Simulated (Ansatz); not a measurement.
A nudged elastic band was laid between two geometries of a periodic cell of 21 atoms, HfW8C8Cl4 (surface WC(001), adsorbate HfCl4).

These are results of DFT PBEsol, scalar-relativistic, plane waves, PAW in Ansatz, not measurements. Settings: PAW set soft_1, cutoff 420 eV, k mesh 4x4x1, gaussian smearing 0.15 eV, no spin polarisation.

```yaml
movable_images: 5
climbing_image: yes
spring: 5.0 eV/Å²
optimiser: quadratic models (default)
start_path: straight line
force_threshold: 0.05 eV/Å
iteration_limit: 38
end_points: relaxed
atoms_held: 1, 5, 9, 13
```

First end point:

```xyz
21
Lattice="5.7251 0.0000 0.0000 -2.8625 4.9581 0.0000 0.0000 0.0000 17.2107" Properties=species:S:1:pos:R:3
W 0.000 0.000 1.000
C 1.431 0.826 2.320
W 0.000 0.000 3.861
C 1.431 0.827 4.985
W -1.431 2.479 1.000
C 0.000 3.306 2.319
W -1.431 2.479 3.859
C 0.000 3.304 4.984
W 2.863 0.000 1.000
C 4.294 0.826 2.319
W 2.863 0.000 3.861
C 4.295 0.828 4.984
W 1.431 2.479 1.000
C 2.863 3.306 2.319
W 1.432 2.479 3.860
C 2.864 3.305 4.986
Hf -1.943 3.733 10.005
Cl 0.315 4.149 10.031
Cl -2.710 5.898 9.994
Cl -2.546 2.638 8.081
Cl -2.562 2.676 11.953
```

Last end point:

Only the atoms that move by more than 0.05 Å are listed.
```
Hf17 -3.375 6.212 10.005
Cl18 -1.116 6.628 10.031
Cl19 -4.142 8.377 9.994
Cl20 -3.977 5.117 8.081
Cl21 -3.993 5.155 11.953
```

Which bonds break or form, and what moves?

The atom that moves furthest is Cl19, by 2.86 Å; four of its nearest neighbours are Hf17 2.30, Cl18 3.21, Cl20 3.72, Cl21 3.77 Å at the first end and Hf17 2.30, Cl18 3.21, Cl20 3.72, Cl21 3.77 Å at the last.

What energy profile does the band end with?

The run converged. The highest image is number 3 of 0 to 6, 0.003 eV above the ends, which have the same energy within 2 meV. The top lies less than 8 meV above the higher end, about what the thresholds resolve: the motion is nearly free. By the program's own check the climbing image is of a kind that is not told: the force calls were inconclusive, a negative curvature could not be distinguished from the path's own, the only one lies far off the path, or fixed occupations may fill a level only in part (lowest curvatures found: -0.00 and 0.00 eV/Å²). Limits of this set-up: coarse k mesh, slab without dipole correction, no dispersion correction for a molecule that may bind weakly, PAW files made for another functional, a typed lattice constant that wasn't relaxed here.

```tsv
image	path coordinate (Å)	energy (eV)
0	0.00	0.000
1	1.07	0.000
2	2.13	0.002
3	3.20	0.003
4	4.27	0.003
5	5.33	0.001
6	6.40	0.000
```

What is the geometry of the highest image?


```xyz
21
Lattice="5.7251 0.0000 0.0000 -2.8625 4.9581 0.0000 0.0000 0.0000 17.2107" Properties=species:S:1:pos:R:3
W 0.000 0.000 1.000
C 1.431 0.826 2.320
W 0.000 0.000 3.860
C 1.431 0.826 4.985
W -1.431 2.479 1.000
C 0.000 3.306 2.320
W -1.431 2.479 3.860
C 0.000 3.305 4.985
W 2.863 0.000 1.000
C 4.294 0.826 2.319
W 2.863 0.000 3.861
C 4.295 0.827 4.985
W 1.431 2.479 1.000
C 2.863 3.305 2.319
W 1.432 2.479 3.861
C 2.864 3.306 4.985
Hf -2.659 4.972 10.005
Cl -0.400 5.389 10.031
Cl -3.426 7.138 9.994
Cl -3.261 3.877 8.081
Cl -3.278 3.916 11.953
```

Run time: 16 min on 4 threads of Arm Neoverse V1 (shared host), peak memory 4.2 GiB.
